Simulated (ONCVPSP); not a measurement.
**Cu: generating and testing an ONCV potential**

Aim: build the potential from the settings below, then test how well it stands in for the atom: other configurations, scattering, ghost states and the plane-wave cutoff that it needs.

Method: ONCVPSP 4.0.1.1 (patched build), PBE, scalar-relativistic.

## 1. The atom and the settings

The settings as typed:

| Quantity | Value |
| --- | --- |
| element | copper (Cu, Z = 29) |
| type | optimised norm-conserving Vanderbilt (ONCV) |
| frozen core | [Ar] |
| valence charge | 11 |
| reference configuration | 3d10 4s1 |
| partial waves | 4s: rc 1.90 bohr, ncon 4, nbas 8, qcut 2.8 1/bohr, 3 projectors, debl 1.5 Ha; p scattering state at 0.06 Ha: rc 1.75 bohr, ncon 4, nbas 7, qcut 5.1 1/bohr, 2 projectors, debl 1.5 Ha; 3d: rc 1.25 bohr, ncon 4, nbas 8, qcut 10 1/bohr, 2 projectors, debl 1.2 Ha |
| local potential | polynomial inside 1.00 bohr (lpopt 4, dvloc0 0 Ha) |
| core correction | Teter function, fcfact 1.75, rcfact 1.4 |

## 2. Generating the potential

Cu.dat reads:

```
# ATOM AND REFERENCE CONFIGURATION
# atsym  z   nc   nv     iexc    psfile
  Cu 29.00    5    2        4      upf
#
#   n    l    f
    1    0    2.00
    2    0    2.00
    2    1    6.00
    3    0    2.00
    3    1    6.00
    3    2   10.00
    4    0    1.00
#
# PSEUDOPOTENTIAL AND OPTIMIZATION
# lmax
    2
#
#   l,   rc,      ep,       ncon, nbas, qcut
    0    1.90    0.00    4    8    2.80
    1    1.75    0.06    4    7    5.10
    2    1.25    0.00    4    8   10.00
#
# LOCAL POTENTIAL
# lloc, lpopt,  rc(5),   dvloc0
    4    4    1.00    0.00
#
# VANDERBILT-KLEINMAN-BYLANDER PROJECTORs
# l, nproj, debl
    0    3    1.50
    1    2    1.50
    2    2    1.20
#
# MODEL CORE CHARGE
# icmod, fcfact, rcfact
    3    1.75    1.40
#
# LOG DERIVATIVE ANALYSIS
# epsh1, epsh2, depsh
   -2.00    5.00    0.02
#
# OUTPUT GRID
# rlmax, drl
    6.00    0.01
#
# TEST CONFIGURATIONS
# ncnf
    4
# nvcnf
#   n    l    f
    2
    3    2   10.00
    4    0    0.00
#
    2
    3    2    9.00
    4    0    0.00
#
    2
    3    2    8.00
    4    0    0.00
#
    3
    3    2   10.00
    4    0    0.00
    4    1    1.00
#
```

Started as:

```
$ oncvpsp.x < Cu.dat > Cu.out
```

**Question.** What will these runs give? Wanted: cutoffs for 1 and 0.1 mHa per electron, occupied waves; bound ghosts; GHOST(+) flags; largest test error; largest phase difference near zero energy, channels read; rms error of d²Exc/dn², without and with the model core.

As calculated:

```
                                                quantity                                   value
  cutoffs for 1 and 0.1 mHa per electron, occupied waves                        54 Ha and 147 Ha
                                            bound ghosts       s at -23355.14 eV, p at -52.62 eV
                                          GHOST(+) flags    s at 95 eV, s at 387 eV, s at 819 eV
                            largest test error (AE − PS)  +55 meV, for 3d9 4s0 (1 test unsolved)
largest phase difference near zero energy, channels read                               0.001 rad
 rms error of d²Exc/dn², without and with the model core                       7.09 and 4.22 mHa
```

In words: It has a bound ghost (s, p), a state that the atom doesn't have, and that rules the file out. The worst unpolarised test, 3d9 4s0, is off by 55 meV on 29.5 eV; by total energies transferability rates as fair where solved. Of the tests 1 gave no usable energy difference, which is a warning in itself. The potential is hard: the looser tolerance needs 54 Ha. The tighter tolerance needs 147 Ha, and converged work needs a cutoff nearer that. At the looser tolerance the 3d wave is the slowest; 4s needs 9 Ha. Near zero energy the phases of the channels with partial waves agree within 0.001 rad. The pseudo curves have poles with no partner nearby in the atom's: p at -1.93 Ha, p at -1.89 Ha. The program also flags highly localised states, GHOST(+) (s). All of this concerns the isolated atom, not yet a solid.
